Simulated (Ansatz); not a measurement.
# SbHF₂ (SMILES [F][SbH][F]): functionals against CCSD(T) at one geometry

How do the functionals fare away from a minimum? The structure is a structure displaced at random from a GFN2-xTB minimum.

The runs use Ansatz 0.2.0, Gaussian basis; single points in def2-TZVPP.

Correlated methods freeze the cores. Filled d shells of the heavier atoms are correlated. Core potentials replace the inner electrons past krypton, and spin-orbit coupling is left out.

### Step 1. The system as given

SMILES `[F][SbH][F]`, 4 atoms, charge 0, spin multiplicity 1.

Atoms are counted from 1 here; the program's logs count them from 0.

Bond lengths: F1–Sb2 1.970 Å, Sb2–F3 1.932 Å, Sb2–H4 1.627 Å. Angles: F1–Sb2–F3 90.3°, F1–Sb2–H4 87.5°, F3–Sb2–H4 86.1°.

Coordinates:

```
F     1.1119   -0.7129    0.9015
Sb   -0.6496   -0.4944    0.0480
F    -0.5239    1.4218    0.2571
H     0.1378   -0.2815   -1.3593
```

### Step 2. CCSD(T)/def2-TZVPP

run/in.yaml

```yaml
crystal:
  periodic: [false, false, false]
  atoms:
    - {symbol: F, position_ang: [1.111900, -0.712900, 0.901500]}
    - {symbol: Sb, position_ang: [-0.649600, -0.494400, 0.048000]}
    - {symbol: F, position_ang: [-0.523900, 1.421800, 0.257100]}
    - {symbol: H, position_ang: [0.137800, -0.281500, -1.359300]}
basis:
  gaussian: {orbitals: def2-TZVPP}
correlation: {method: ccsd_t}
output: {forces: true}
```

No record of the launch command was kept for these runs.

### Step 3. PBE0-D4/def2-TZVPP

Edit run/in.yaml of step 2 so:

```diff
@@ -9,3 +9,3 @@
   gaussian: {orbitals: def2-TZVPP}
-correlation: {method: ccsd_t}
-output: {forces: true}
+hamiltonian: {xc: pbe0, dispersion: d4}
+output: {forces: true, orbitals: {seedname: orbitals}}
```

### Step 4. wB97M-V/def2-TZVPP

Edit run/in.yaml of step 3 so:

```diff
@@ -9,3 +9,3 @@
   gaussian: {orbitals: def2-TZVPP}
-hamiltonian: {xc: pbe0, dispersion: d4}
-output: {forces: true, orbitals: {seedname: orbitals}}
+hamiltonian: {xc: {name: wB97M-V}}
+output: {forces: true}
```

### Step 5. r2SCAN-D4/def2-TZVPP

Edit run/in.yaml of step 4 so:

```diff
@@ -9,3 +9,3 @@
   gaussian: {orbitals: def2-TZVPP}
-hamiltonian: {xc: {name: wB97M-V}}
+hamiltonian: {xc: r2scan, dispersion: d4}
 output: {forces: true}
```

### Step 6. PBE-D4/def2-TZVPP

Edit run/in.yaml of step 5 so:

```diff
@@ -9,3 +9,3 @@
   gaussian: {orbitals: def2-TZVPP}
-hamiltonian: {xc: r2scan, dispersion: d4}
+hamiltonian: {xc: pbe, dispersion: d4}
 output: {forces: true}
```

### Step 7. revPBE-D4/def2-TZVPP

Edit run/in.yaml of step 6 so:

```diff
@@ -9,3 +9,3 @@
   gaussian: {orbitals: def2-TZVPP}
-hamiltonian: {xc: pbe, dispersion: d4}
+hamiltonian: {xc: {name: revPBE}, dispersion: d4}
 output: {forces: true}
```

### Step 8. SPW92/def2-TZVPP

Edit run/in.yaml of step 7 so:

```diff
@@ -9,3 +9,3 @@
   gaussian: {orbitals: def2-TZVPP}
-hamiltonian: {xc: {name: revPBE}, dispersion: d4}
+hamiltonian: {xc: lda}
 output: {forces: true}
```

(Steps that only read results are left out.)

**Question.** What will these runs give? Wanted: energy less free atoms, CCSD(T)/def2-TZVPP; RMS force component; RMS force error; HOMO and LUMO, PBE0-D4; T1 diagnostic.

**Answer**, as computed:

```
                                  quantity                                                                                           value
energy less free atoms, CCSD(T)/def2-TZVPP                                                                                  -1057.7 kJ/mol
                       RMS force component                                                            0.758 to 0.961 eV/Å over the methods
                           RMS force error  PBE0-D4 0.140, wB97M-V 0.096, r2SCAN-D4 0.206, PBE-D4 0.538, revPBE-D4 0.619, SPW92 0.238 eV/Å
                    HOMO and LUMO, PBE0-D4                                                                              -8.62 and -2.13 eV
                             T1 diagnostic                                                                                           0.015
```

In words: Against CCSD(T) the functionals' energies less atoms differ by -299.9 to -23.6 kJ/mol, PBE-D4 by -102.7 kJ/mol. CCSD(T) in triple zeta still lacks some correlation energy of the bonds, so part of these gaps is its own basis error and they don't rank the functionals. For forces wB97M-V does best and revPBE-D4 worst. Frozen-core CCSD(T) forces in triple zeta carry basis errors of their own, and this is one geometry, so small gaps rank nothing.
